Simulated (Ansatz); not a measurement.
# KZr5Cu: the cost of one run

Program: Ansatz 0.2.0. Level of theory: DFT PBE, scalar-relativistic, plane waves, PAW. These are calculated values, not measurements.

**1. The starting structure**

The structure is tetragonal, space group P4/mmm (No. 123). The conventional cell has a = 4.176 Å, b = 4.176 Å, c = 7.335 Å, α = 90.00°, β = 90.00°, γ = 90.00°. Around K (site symmetry 4/mmm) lie 12 Zr at 2.90 to 2.95 Å. Zr (site symmetry 2mm) is surrounded by 2 Cu at 2.67 Å and 2 K at 2.90 Å and 6 Zr at 2.90 to 2.95 Å. Around Zr (site symmetry 4/mmm) lie 8 Zr at 2.90 Å and 4 K at 2.95 Å. Cu (site symmetry 4/mmm) is surrounded by 8 Zr at 2.67 Å.

As a file:

```
K Zr Cu
1.0
     4.17624    0.00000    0.00000
     0.00000    4.17624    0.00000
     0.00000    0.00000    7.33495
K Zr Cu
1 5 1
Direct
  0.50000 0.50000 0.00000
  0.50000 0.00000 0.72620
  0.00000 0.50000 0.72620
  0.50000 0.00000 0.27380
  0.00000 0.50000 0.27380
  0.00000 0.00000 0.00000
  0.00000 0.00000 0.50000
```

(A quick probe on a coarse mesh, which set the mesh and smearing, is not shown.)

**3. Rough relaxation on the coarse mesh**

The input, input.yaml:

```yaml
crystal:
  lattice:
    - [4.1762412289, 0.0, 0.0]
    - [0.0, 4.1762412289, 0.0]
    - [0.0, 0.0, 7.3349480729]
  atoms:
    - { symbol: K, position: [0.5, 0.5, 0.0] }
    - { symbol: Zr, position: [0.5, 0.0, 0.7262] }
    - { symbol: Zr, position: [0.0, 0.5, 0.7262] }
    - { symbol: Zr, position: [0.5, 0.0, 0.2738] }
    - { symbol: Zr, position: [0.0, 0.5, 0.2738] }
    - { symbol: Zr, position: [0.0, 0.0, 0.0] }
    - { symbol: Cu, position: [0.0, 0.0, 0.5] }
basis:
  ecutwfc: 420
kpoints:
  mp_grid: { grid: [4, 4, 4] }
hamiltonian:
  xc: pbe
scf:
  occupations: { method: gaussian, width: 0.1 }
  lower_state_search: "off"
output:
  forces: true
  stress: true
  eigenvalues: true
relax:
  adjacent_minimum: "off"
  f_tol: 0.04
  max_steps: 70
  cell: { stress_tol: 0.4 }
```

On the command line:

```console
ansatz run input.yaml --threads 1 --pin off --max-ram 2560MiB --backend cpu --events-out ev --progress --plain --runs-dir out
```

Q: Estimate wall time and peak memory on 1 thread of Arm Neoverse V2, shared host.

About 56 s, with a peak of 0.48 GiB.
